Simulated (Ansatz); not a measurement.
# C2H9O2SbSi: single points with varied inputs

Aim: run C2H9O2SbSi under a spread of inputs, and see what each costs and gives.

Computed with Ansatz 0.2.0, Gaussian basis. Level: the settings change from run to run.

**1. The molecule**

The geometry comes from an earlier relaxation with PBE0-D4 in a triple-zeta def2 set; it is a stationary point, not always the lowest conformer. Sb takes a core potential in def2 sets; no spin-orbit term is included.

SMILES `C[O][Sb]([SiH3])[O]C`, 15 atoms, charge 0, spin multiplicity 1.

Atoms are counted from 1 here; the program's logs count them from 0.

Bond lengths: C1–O2 1.407 Å, C1–H7 1.094 Å, C1–H8 1.097 Å, C1–H9 1.099 Å, O2–Sb3 1.969 Å, Sb3–Si4 2.587 Å, Sb3–O5 1.969 Å, Si4–H10 1.487 Å, Si4–H11 1.483 Å, Si4–H12 1.487 Å, O5–C6 1.407 Å, C6–H13 1.099 Å, C6–H14 1.094 Å, C6–H15 1.097 Å. Angles: O2–C1–H7 108.5°, O2–C1–H8 111.3°, O2–C1–H9 112.9°, H7–C1–H8 108.1°, H7–C1–H9 107.8°, H8–C1–H9 108.0°, C1–O2–Sb3 119.5°, O2–Sb3–Si4 89.2°, O2–Sb3–O5 99.6°, Si4–Sb3–O5 89.2°, Sb3–Si4–H10 109.4°, Sb3–Si4–H11 108.8°, Sb3–Si4–H12 109.4°, H10–Si4–H11 110.3°, H10–Si4–H12 108.7°, H11–Si4–H12 110.3°, Sb3–O5–C6 119.5°, O5–C6–H13 112.9° and more.

**2. r2SCAN0/def2-SVP**

Options: density fitting with def2-universal-jkfit.

The input, in.yaml:

```yaml
crystal:
  periodic: [false, false, false]
  atoms:
    - {symbol: C, position_ang: [-1.586651, -1.452650, -1.156991]}
    - {symbol: O, position_ang: [-0.405787, -1.401661, -0.394261]}
    - {symbol: Sb, position_ang: [-0.277827, -0.140981, 1.112740]}
    - {symbol: Si, position_ang: [2.134811, -0.965477, 1.551559]}
    - {symbol: O, position_ang: [0.456232, 1.423922, 0.169902]}
    - {symbol: C, position_ang: [-0.420954, 2.368693, -0.392931]}
    - {symbol: H, position_ang: [-1.674146, -2.450868, -1.595314]}
    - {symbol: H, position_ang: [-1.564659, -0.721569, -1.974337]}
    - {symbol: H, position_ang: [-2.490243, -1.267601, -0.558819]}
    - {symbol: H, position_ang: [2.782105, -0.084207, 2.559920]}
    - {symbol: H, position_ang: [2.890515, -0.929459, 0.275741]}
    - {symbol: H, position_ang: [2.092390, -2.352132, 2.087879]}
    - {symbol: H, position_ang: [-1.340431, 2.501736, 0.194779]}
    - {symbol: H, position_ang: [0.090549, 3.334428, -0.437213]}
    - {symbol: H, position_ang: [-0.707801, 2.087125, -1.413454]}
basis:
  gaussian: {orbitals: def2-SVP, fitting: {mean_field: def2-universal-jkfit}}
hamiltonian: {xc: {name: r2SCAN0}}
```

On the command line:

```
> ansatz run in.yaml --threads 2 --pin off --events-out ev --progress --plain --max-ram 32768MiB --backend cpu
```

What it wrote:

```text
Functional definition: r2SCAN0
  name "r2SCAN0"
  cite "Bursch, Neugebauer, Ehlert & Grimme, J. Chem. Phys. 156, 134105 (2022) doi:10.1063/5.0086040"
  cite "Furness, Kaplan, Ning, Perdew & Sun, J. Phys. Chem. Lett. 11, 8208 (2020) doi:10.1021/acs.jpclett.0c02405"
  cite "Furness, Kaplan, Ning, Perdew & Sun, J. Phys. Chem. Lett. 11, 9248 (2020) doi:10.1021/acs.jpclett.0c03077"
  parent r2scan
  parameter a = 0.25
  parameter k0 = 0.174
  parameter k1 = 0.065
  parameter a1 = 4.9479
  exchange = (1 - a)*r2scan_x(k0 = k0, k1 = k1, a1 = a1) + a*exact_x
  correlation = r2scan_c
812 factors; integrals over basis functions are off by at most 3.4e-1 eV
mean field evaluation 1: about -20711.1712 eV, gradient 5.9e1 eV
mean field evaluation 2: about -20696.6193 eV, gradient 1.0e2 eV
mean field evaluation 4: about -20718.7258 eV, gradient 4.1e0 eV
mean field evaluation 8: about -20718.7610 eV, gradient 3.4e-2 eV
mean field evaluation 16: about -20718.7610 eV, gradient 1.1e-5 eV
mean field -20718.76096308 eV, -761.4004217128 hartree, gradient 1.1e-5 eV, S^2 0.000000; 0 other end points of the search recorded, 0 dependent functions left out
reference -20718.76097359 eV, -761.4004220987 hartree; 37, 37 occupied and 108, 108 virtual orbitals, 812 factors
Total energy: -20718.76097359 eV, -761.4004220987 hartree
```

It took 4.1 s on 2 threads of AMD EPYC 7R13, shared host; peak memory 0.34 GiB.

**3. BLYP/def2-TZVPP**

This run has D3(BJ) with three-body dispersion.

Edit in.yaml of step 2 so:

```diff
@@ -19,3 +19,4 @@
 basis:
-  gaussian: {orbitals: def2-SVP, fitting: {mean_field: def2-universal-jkfit}}
-hamiltonian: {xc: {name: r2SCAN0}}
+  gaussian: {orbitals: def2-TZVPP}
+hamiltonian: {xc: {name: BLYP}, dispersion: d3bjatm}
+output: {forces: true}
```

On the command line:

```
> ansatz run in.yaml --threads 2 --pin off --events-out ev --progress --plain --max-ram 32768MiB --backend cuda --devices 0, --max-vram 18GiB
```

What it wrote, cut to the lines that bear on the results:

```text
Functional definition: BLYP
  name "BLYP"
  cite "Becke, Phys. Rev. A 38, 3098 (1988) doi:10.1103/PhysRevA.38.3098"
  cite "Lee, Yang & Parr, Phys. Rev. B 37, 785 (1988) doi:10.1103/PhysRevB.37.785"
[...]
1864 factors; their error is unknown
[...]
mean field -20729.70870782 eV, -761.8027439111 hartree, gradient 2.9e-5 eV, S^2 0.000000; 0 other end points of the search recorded, 0 dependent functions left out
[...]
reference -20729.70918987 eV, -761.8027616260 hartree; 37, 37 occupied and 305, 305 virtual orbitals, 1864 factors
Total energy: -20730.48510009 eV, -761.8312758009 hartree
Atom 0 at    -1.586651    -1.452650    -1.156991 Å, force    -0.527926    -0.071305    -0.376682 eV/Å
Atom 1 at    -0.405787    -1.401661    -0.394261 Å, force     0.606189    -0.547331    -0.233929 eV/Å
Atom 2 at    -0.277827    -0.140981     1.112740 Å, force    -0.536324    -0.070096     1.169699 eV/Å
[...]
Atom 5 at    -0.420954     2.368693    -0.392931 Å, force    -0.362408     0.471893    -0.267560 eV/Å
Atom 6 at    -1.674146    -2.450868    -1.595314 Å, force    -0.027491    -0.152382    -0.078934 eV/Å
Atom 7 at    -1.564659    -0.721569    -1.974337 Å, force    -0.014413     0.116152    -0.134999 eV/Å
Atom 8 at    -2.490243    -1.267601    -0.558819 Å, force    -0.153133     0.028947     0.068387 eV/Å
Atom 9 at     2.782105    -0.084207     2.559920 Å, force     0.038236     0.020013     0.032614 eV/Å
Atom 10 at     2.890515    -0.929459     0.275741 Å, force     0.044899    -0.007132    -0.032851 eV/Å
Atom 11 at     2.092390    -2.352132     2.087879 Å, force     0.017539    -0.047564     0.018982 eV/Å
Atom 12 at    -1.340431     2.501736     0.194779 Å, force    -0.150684     0.036055     0.069762 eV/Å
Atom 13 at     0.090549     3.334428    -0.437213 Å, force     0.067492     0.159159    -0.016335 eV/Å
Atom 14 at    -0.707801     2.087125    -1.413454 Å, force    -0.059998    -0.033255    -0.164669 eV/Å
Dipole moment:    -0.378003     0.093359     0.111085 e Å
```

Run time: 8.5 s. Hardware: 1 × H100 (card shared with other runs) with 2 threads of AMD EPYC 7R13, shared host; peak host memory 0.85 GiB.

Largest force 1.289 eV/Å, dipole 1.94 D.

**4. BLYP/def2-mTZVPP**

Set apart from the defaults: D3(BJ) dispersion, relativity set to none, high accuracy.

Edit in.yaml of step 3 so:

```diff
@@ -19,4 +19,4 @@
 basis:
-  gaussian: {orbitals: def2-TZVPP}
-hamiltonian: {xc: {name: BLYP}, dispersion: d3bjatm}
-output: {forces: true}
+  gaussian: {orbitals: def2-mTZVPP}
+hamiltonian: {xc: {name: BLYP}, dispersion: d3bj, pseudopotentials: {relativity: none}}
+accuracy: high
```

On the command line:

```
> ansatz run in.yaml --threads 2 --pin off --events-out ev --progress --plain --max-ram 32768MiB --backend cpu
```

What it wrote:

```text
Functional definition: BLYP
  name "BLYP"
  cite "Becke, Phys. Rev. A 38, 3098 (1988) doi:10.1103/PhysRevA.38.3098"
  cite "Lee, Yang & Parr, Phys. Rev. B 37, 785 (1988) doi:10.1103/PhysRevB.37.785"
  parameter beta = 0.0042
  parameter a = 0.04918
  parameter b = 0.132
  parameter c = 0.2533
  parameter d = 0.349
  exchange = b88_x(beta = beta)
  correlation = lyp_c(a = a, b = b, c = c, d = d)
4289 factors; integrals over basis functions are off by at most 5.4e-8 eV
mean field evaluation 1: about -20710.1008 eV, gradient 9.7e1 eV
mean field evaluation 2: about -20502.0613 eV, gradient 2.8e2 eV
mean field evaluation 4: about -20726.9782 eV, gradient 3.2e1 eV
mean field evaluation 8: about -20728.9431 eV, gradient 8.0e-1 eV
mean field evaluation 16: about -20728.9418 eV, gradient 3.2e-4 eV
mean field -20728.94182140 eV, -761.7745613549 hartree, gradient 4.3e-8 eV, S^2 0.000000; 0 other end points of the search recorded, 0 dependent functions left out
reference -20728.94189474 eV, -761.7745640504 hartree; 37, 37 occupied and 157, 157 virtual orbitals, 4289 factors
Total energy: -20729.71838175 eV, -761.8030994216 hartree
```

It took 15 s on 2 threads of AMD EPYC 7R13, shared host; peak memory 1.1 GiB.

**5. B2GP-PLYP/def2-mTZVPP**

This run has atoms shaken by 0.08 Å.

The input, in.yaml:

```yaml
crystal:
  periodic: [false, false, false]
  atoms:
    - {symbol: C, position_ang: [-1.565380, -1.448297, -1.353160]}
    - {symbol: O, position_ang: [-0.371361, -1.365755, -0.290635]}
    - {symbol: Sb, position_ang: [-0.261400, -0.303359, 1.140662]}
    - {symbol: Si, position_ang: [2.037515, -0.839177, 1.520248]}
    - {symbol: O, position_ang: [0.255312, 1.444706, 0.307178]}
    - {symbol: C, position_ang: [-0.595963, 2.437741, -0.570293]}
    - {symbol: H, position_ang: [-1.745692, -2.365074, -1.569984]}
    - {symbol: H, position_ang: [-1.415214, -0.831904, -1.915754]}
    - {symbol: H, position_ang: [-2.535150, -1.314259, -0.548816]}
    - {symbol: H, position_ang: [2.897444, 0.043942, 2.547231]}
    - {symbol: H, position_ang: [2.916933, -1.003360, 0.256347]}
    - {symbol: H, position_ang: [2.070062, -2.250776, 1.922304]}
    - {symbol: H, position_ang: [-1.165363, 2.567191, 0.204153]}
    - {symbol: H, position_ang: [0.183385, 3.363338, -0.334299]}
    - {symbol: H, position_ang: [-0.692953, 2.158049, -1.427624]}
basis:
  gaussian: {orbitals: def2-mTZVPP}
hamiltonian: {xc: {name: B2GP-PLYP}}
```

Launched as before.

What it wrote, cut to the lines that bear on the results:

```text
Functional definition: B2GP-PLYP
  name "B2GP-PLYP"
  cite "Karton, Tarnopolsky, Lamère, Schatz & Martin, J. Phys. Chem. A 112, 12868 (2008) doi:10.1021/jp801805p"
  cite "Becke, Phys. Rev. A 38, 3098 (1988) doi:10.1103/PhysRevA.38.3098"
  cite "Lee, Yang & Parr, Phys. Rev. B 37, 785 (1988) doi:10.1103/PhysRevB.37.785"
[...]
1875 factors; integrals over basis functions are off by at most 1.3e-3 eV
[...]
mean field -20693.32468369 eV, -760.4656556864 hartree, gradient 4.6e-6 eV, S^2 0.000000; 0 other end points of the search recorded, 0 dependent functions left out
13 core orbitals not correlated: weight in the atoms' cores, before any rotation towards them, 1.000 or more for the frozen orbitals, at most 0.000 for the correlated occupied ones
reference -20693.32483916 eV, -760.4656613997 hartree; 24, 24 occupied and 157, 157 virtual orbitals, 1875 factors
second order -31.89055717 eV of doubles, -0.00000000 eV of singles
Total energy: -20704.80543974 eV, -760.8875656892 hartree
```

Run time: 9.5 s. Hardware: 2 threads of AMD EPYC 7R13, shared host; peak memory 0.62 GiB.

**6. RPBE/def2-SVP**

Set apart from the defaults: charge -1, multiplicity 2, D3(BJ) with three-body dispersion, high accuracy.

The input, in.yaml:

```yaml
crystal:
  periodic: [false, false, false]
  atoms:
    - {symbol: C, position_ang: [-1.586651, -1.452650, -1.156991]}
    - {symbol: O, position_ang: [-0.405787, -1.401661, -0.394261]}
    - {symbol: Sb, position_ang: [-0.277827, -0.140981, 1.112740]}
    - {symbol: Si, position_ang: [2.134811, -0.965477, 1.551559]}
    - {symbol: O, position_ang: [0.456232, 1.423922, 0.169902]}
    - {symbol: C, position_ang: [-0.420954, 2.368693, -0.392931]}
    - {symbol: H, position_ang: [-1.674146, -2.450868, -1.595314]}
    - {symbol: H, position_ang: [-1.564659, -0.721569, -1.974337]}
    - {symbol: H, position_ang: [-2.490243, -1.267601, -0.558819]}
    - {symbol: H, position_ang: [2.782105, -0.084207, 2.559920]}
    - {symbol: H, position_ang: [2.890515, -0.929459, 0.275741]}
    - {symbol: H, position_ang: [2.092390, -2.352132, 2.087879]}
    - {symbol: H, position_ang: [-1.340431, 2.501736, 0.194779]}
    - {symbol: H, position_ang: [0.090549, 3.334428, -0.437213]}
    - {symbol: H, position_ang: [-0.707801, 2.087125, -1.413454]}
basis:
  gaussian: {orbitals: def2-SVP}
total_charge: -1
magnetization: {spin_polarized: true, initial_magnetization: 1}
hamiltonian: {xc: {name: RPBE}, dispersion: d3bjatm}
accuracy: high
```

The command is unchanged.

What it wrote:

```text
Functional definition: RPBE
  name "RPBE"
  cite "Hammer, Hansen & Nørskov, Phys. Rev. B 59, 7413 (1999) doi:10.1103/PhysRevB.59.7413"
  cite "Perdew, Burke & Ernzerhof, Phys. Rev. Lett. 77, 3865 (1996) doi:10.1103/PhysRevLett.77.3865"
  parameter kappa = 0.804
  parameter beta = 0.06672455060314922
  exchange = rpbe_x(kappa = kappa, mu = beta*pi^2/3)
  correlation = pbe_c(beta = beta)
3539 factors; integrals over basis functions are off by at most 1.2e-8 eV
mean field evaluation 1: about -20715.6367 eV, gradient 3.5e1 eV
mean field evaluation 2: about -20700.2910 eV, gradient 6.8e1 eV
mean field evaluation 4: about -20722.0088 eV, gradient 5.2e0 eV
mean field evaluation 8: about -20722.1083 eV, gradient 3.8e-1 eV
mean field evaluation 16: about -20722.1090 eV, gradient 2.2e-3 eV
mean field evaluation 32: about -20722.1090 eV, gradient 6.1e-8 eV
mean field -20722.10901352 eV, -761.5234602970 hartree, gradient 6.1e-8 eV, S^2 0.752134; 4 other end points of the search recorded, 0 dependent functions left out
reference -20722.10901795 eV, -761.5234604597 hartree; 38, 37 occupied and 107, 108 virtual orbitals, 3539 factors
Total energy: -20724.13836333 eV, -761.5980375267 hartree
```

Wall time 25 s (2 threads of AMD EPYC 7R13, shared host); peak memory 0.75 GiB.

⟨S²⟩ 0.752.

**7. PBEsol/def2-TZVPP**

Set apart from the defaults: the search for lower states set to off.

Edit in.yaml of step 6 so:

```diff
@@ -19,6 +19,5 @@
 basis:
-  gaussian: {orbitals: def2-SVP}
-total_charge: -1
-magnetization: {spin_polarized: true, initial_magnetization: 1}
-hamiltonian: {xc: {name: RPBE}, dispersion: d3bjatm}
-accuracy: high
+  gaussian: {orbitals: def2-TZVPP}
+hamiltonian: {xc: {name: PBEsol}}
+scf: {lower_state_search: off}
+output: {forces: true}
```

On the command line:

```
> ansatz run in.yaml --threads 2 --pin off --events-out ev --progress --plain --max-ram 32768MiB --backend cuda --devices 0, --max-vram 18GiB
```

What it wrote, cut to the lines that bear on the results:

```text
Functional definition: PBEsol
  name "PBEsol"
  cite "Perdew et al., Phys. Rev. Lett. 100, 136406 (2008) doi:10.1103/PhysRevLett.100.136406"
  cite "Perdew, Burke & Ernzerhof, Phys. Rev. Lett. 77, 3865 (1996) doi:10.1103/PhysRevLett.77.3865"
  parent pbesol
[...]
1864 factors; their error is unknown
[...]
mean field -20676.45068255 eV, -759.8455475821 hartree, gradient 8.4e-6 eV, S^2 0.000000; 0 other end points of the search recorded, 0 dependent functions left out
[...]
reference -20676.45074051 eV, -759.8455497122 hartree; 37, 37 occupied and 305, 305 virtual orbitals, 1864 factors
Total energy: -20676.45074051 eV, -759.8455497122 hartree
Atom 0 at    -1.586651    -1.452650    -1.156991 Å, force     0.047194     0.050235     0.096562 eV/Å
Atom 1 at    -0.405787    -1.401661    -0.394261 Å, force     0.278407    -0.268758    -0.124810 eV/Å
[...]
Atom 7 at    -1.564659    -0.721569    -1.974337 Å, force    -0.007186     0.210654    -0.255306 eV/Å
Atom 8 at    -2.490243    -1.267601    -0.558819 Å, force    -0.280439     0.056578     0.165050 eV/Å
Atom 9 at     2.782105    -0.084207     2.559920 Å, force     0.088453     0.113282     0.134215 eV/Å
Atom 10 at     2.890515    -0.929459     0.275741 Å, force     0.113000     0.002793    -0.179360 eV/Å
Atom 11 at     2.092390    -2.352132     2.087879 Å, force    -0.001752    -0.182875     0.073023 eV/Å
Atom 12 at    -1.340431     2.501736     0.194779 Å, force    -0.282431     0.049193     0.163548 eV/Å
Atom 13 at     0.090549     3.334428    -0.437213 Å, force     0.154633     0.294751    -0.013768 eV/Å
Atom 14 at    -0.707801     2.087125    -1.413454 Å, force    -0.091821    -0.066825    -0.310663 eV/Å
Dipole moment:    -0.349699     0.088945     0.089874 e Å
Checks for a lower state left out: stability, starts, cluster_reference, orbital_swaps, neighbouring_geometries, increment
```

It took 13 s on 1 × H100 (card shared with other runs) with 2 threads of AMD EPYC 7R13, shared host; peak host memory 0.85 GiB.

Largest force 0.460 eV/Å, dipole 1.79 D.

**8. revPBE/def2-TZVPD**

Options: density fitting with def2-universal-jkfit, the search for lower states set to light.

Edit in.yaml of step 7 so:

```diff
@@ -19,5 +19,5 @@
 basis:
-  gaussian: {orbitals: def2-TZVPP}
-hamiltonian: {xc: {name: PBEsol}}
-scf: {lower_state_search: off}
+  gaussian: {orbitals: def2-TZVPD, fitting: {mean_field: def2-universal-jkfit}}
+hamiltonian: {xc: {name: revPBE}}
+scf: {lower_state_search: light}
 output: {forces: true}
```

Same command.

What it wrote, cut to the lines that bear on the results:

```text
Functional definition: revPBE
  name "revPBE"
  cite "Zhang & Yang, Phys. Rev. Lett. 80, 890 (1998) doi:10.1103/PhysRevLett.80.890"
  cite "Perdew, Burke & Ernzerhof, Phys. Rev. Lett. 77, 3865 (1996) doi:10.1103/PhysRevLett.77.3865"
[...]
812 factors; integrals over basis functions are off by at most 8.7e-1 eV
[...]
mean field -20730.67266088 eV, -761.8381685326 hartree, gradient 6.8e-5 eV, S^2 0.000000; 0 other end points of the search recorded, 0 dependent functions left out
[...]
reference -20730.67274237 eV, -761.8381715273 hartree; 37, 37 occupied and 297, 297 virtual orbitals, 812 factors
Total energy: -20730.67274237 eV, -761.8381715273 hartree
Atom 0 at    -1.586651    -1.452650    -1.156991 Å, force    -0.409212    -0.031257    -0.237878 eV/Å
Atom 1 at    -0.405787    -1.401661    -0.394261 Å, force     0.576655    -0.527413    -0.216572 eV/Å
[...]
Atom 5 at    -0.420954     2.368693    -0.392931 Å, force    -0.299666     0.328324    -0.165558 eV/Å
Atom 6 at    -1.674146    -2.450868    -1.595314 Å, force    -0.035337    -0.269572    -0.128214 eV/Å
Atom 7 at    -1.564659    -0.721569    -1.974337 Å, force    -0.019832     0.178199    -0.237432 eV/Å
Atom 8 at    -2.490243    -1.267601    -0.558819 Å, force    -0.259459     0.035006     0.118646 eV/Å
Atom 9 at     2.782105    -0.084207     2.559920 Å, force     0.106006     0.111353     0.138305 eV/Å
Atom 10 at     2.890515    -0.929459     0.275741 Å, force     0.135574    -0.007246    -0.164589 eV/Å
Atom 11 at     2.092390    -2.352132     2.087879 Å, force     0.013648    -0.192158     0.075647 eV/Å
Atom 12 at    -1.340431     2.501736     0.194779 Å, force    -0.248240     0.070843     0.125757 eV/Å
Atom 13 at     0.090549     3.334428    -0.437213 Å, force     0.129323     0.270449    -0.019779 eV/Å
Atom 14 at    -0.707801     2.087125    -1.413454 Å, force    -0.086849    -0.041577    -0.281232 eV/Å
Dipole moment:    -0.346874     0.085698     0.101817 e Å
```

It took 8.5 s on 1 × H100 (card shared with other runs) with 2 threads of AMD EPYC 7R13, shared host; peak host memory 0.79 GiB.

Largest force 1.135 eV/Å, dipole 1.78 D.

**9. LC-wPBE/ANO-RCC-VTZP**

Set apart from the defaults: high accuracy.

Edit in.yaml of step 8 so:

```diff
@@ -19,5 +19,5 @@
 basis:
-  gaussian: {orbitals: def2-TZVPD, fitting: {mean_field: def2-universal-jkfit}}
-hamiltonian: {xc: {name: revPBE}}
-scf: {lower_state_search: light}
+  gaussian: {orbitals: ANO-RCC-VTZP}
+hamiltonian: {xc: {name: LC-wPBE}}
+accuracy: high
 output: {forces: true}
```

Launched as before.

What it wrote, cut to the lines that bear on the results:

```text
Functional definition: LC-wPBE
  name "LC-wPBE"
  cite "Vydrov & Scuseria, J. Chem. Phys. 125, 234109 (2006) doi:10.1063/1.2409292"
  cite "Heyd & Scuseria, J. Chem. Phys. 120, 7274 (2004) doi:10.1063/1.1668634"
  cite "Ernzerhof & Perdew, J. Chem. Phys. 109, 3313 (1998) doi:10.1063/1.476928"
  cite "Perdew, Burke & Ernzerhof, Phys. Rev. Lett. 77, 3865 (1996) doi:10.1103/PhysRevLett.77.3865"
  parent pbe
[...]
6736 factors; integrals over basis functions are off by at most 4.9e-9 eV
1361 factors; integrals over basis functions are off by at most 1.7e-9 eV
[...]
mean field -190548.04914116 eV, -7002.5116478309 hartree, gradient 6.9e-8 eV, S^2 0.000000; 0 other end points of the search recorded, 0 dependent functions left out
[...]
reference -190548.04914116 eV, -7002.5116478309 hartree; 51, 51 occupied and 297, 297 virtual orbitals, 6736 factors
[...]
Atom 5 at    -0.420954     2.368693    -0.392931 Å, force    -0.066965     0.133843    -0.073073 eV/Å
Atom 6 at    -1.674146    -2.450868    -1.595314 Å, force     0.003192     0.094974     0.036157 eV/Å
Atom 7 at    -1.564659    -0.721569    -1.974337 Å, force     0.016801    -0.071820     0.078504 eV/Å
Atom 8 at    -2.490243    -1.267601    -0.558819 Å, force     0.097354    -0.021231    -0.027971 eV/Å
Atom 9 at     2.782105    -0.084207     2.559920 Å, force    -0.048399    -0.053761    -0.067289 eV/Å
Atom 10 at     2.890515    -0.929459     0.275741 Å, force    -0.075754     0.003783     0.090708 eV/Å
Atom 11 at     2.092390    -2.352132     2.087879 Å, force    -0.004598     0.091723    -0.036586 eV/Å
Atom 12 at    -1.340431     2.501736     0.194779 Å, force     0.096060    -0.026304    -0.028998 eV/Å
Atom 13 at     0.090549     3.334428    -0.437213 Å, force    -0.052386    -0.087344    -0.000296 eV/Å
Atom 14 at    -0.707801     2.087125    -1.413454 Å, force     0.044165     0.018236     0.096867 eV/Å
Dipole moment:    -0.358068     0.082652     0.134251 e Å
```

Run time: 2.1 min. Hardware: 1 × H100 (card shared with other runs) with 2 threads of AMD EPYC 7R13, shared host; peak host memory 2.4 GiB.

Largest force 0.552 eV/Å, dipole 1.88 D.

**10. All runs side by side**

```csv
level,charge,multiplicity,geometry,functions,energy (eV),time
r2SCAN0/def2-SVP,0,1,relaxed,145,-20718.761,4.1 s
BLYP/def2-TZVPP,0,1,relaxed,342,-20730.485,8.5 s
BLYP/def2-mTZVPP,0,1,relaxed,194,-20729.718,15 s
B2GP-PLYP/def2-mTZVPP,0,1,shaken,194,-20704.805,9.5 s
RPBE/def2-SVP,-1,2,relaxed,145,-20724.138,25 s
PBEsol/def2-TZVPP,0,1,relaxed,342,-20676.451,13 s
revPBE/def2-TZVPD,0,1,relaxed,334,-20730.673,8.5 s
LC-wPBE/ANO-RCC-VTZP,0,1,relaxed,348,-190548.049,2.1 min
```

**11. Outcome**

| quantity | value |
| --- | --- |
| runs | 8 |
| quickest | r2SCAN0/def2-SVP, 4.1 s |
| slowest | LC-wPBE/ANO-RCC-VTZP, 2.1 min |
| spread of total energies, same state and geometry | 169871.6 eV |
| dipole, same state and geometry | 1.78 to 1.94 D |

In words: Run time spans a factor of 31, from r2SCAN0/def2-SVP to LC-wPBE/ANO-RCC-VTZP. The jobs differ in tasks and options as well as level. The totals spread over 169872 eV; they can't be compared across methods or bases. Some of these runs are scalar-relativistic and others not, which shifts the totals of all-electron atoms past neon by eV; core potentials, where a basis has them, take the core out of the total altogether. At the PBE0-D4/def2-TZVP geometry and in the same state, runs without warnings or point charges leave forces up to 1.29 eV/Å (BLYP/def2-TZVPP). At that geometry and state the dipole changes by 9 % between the lowest and highest value.
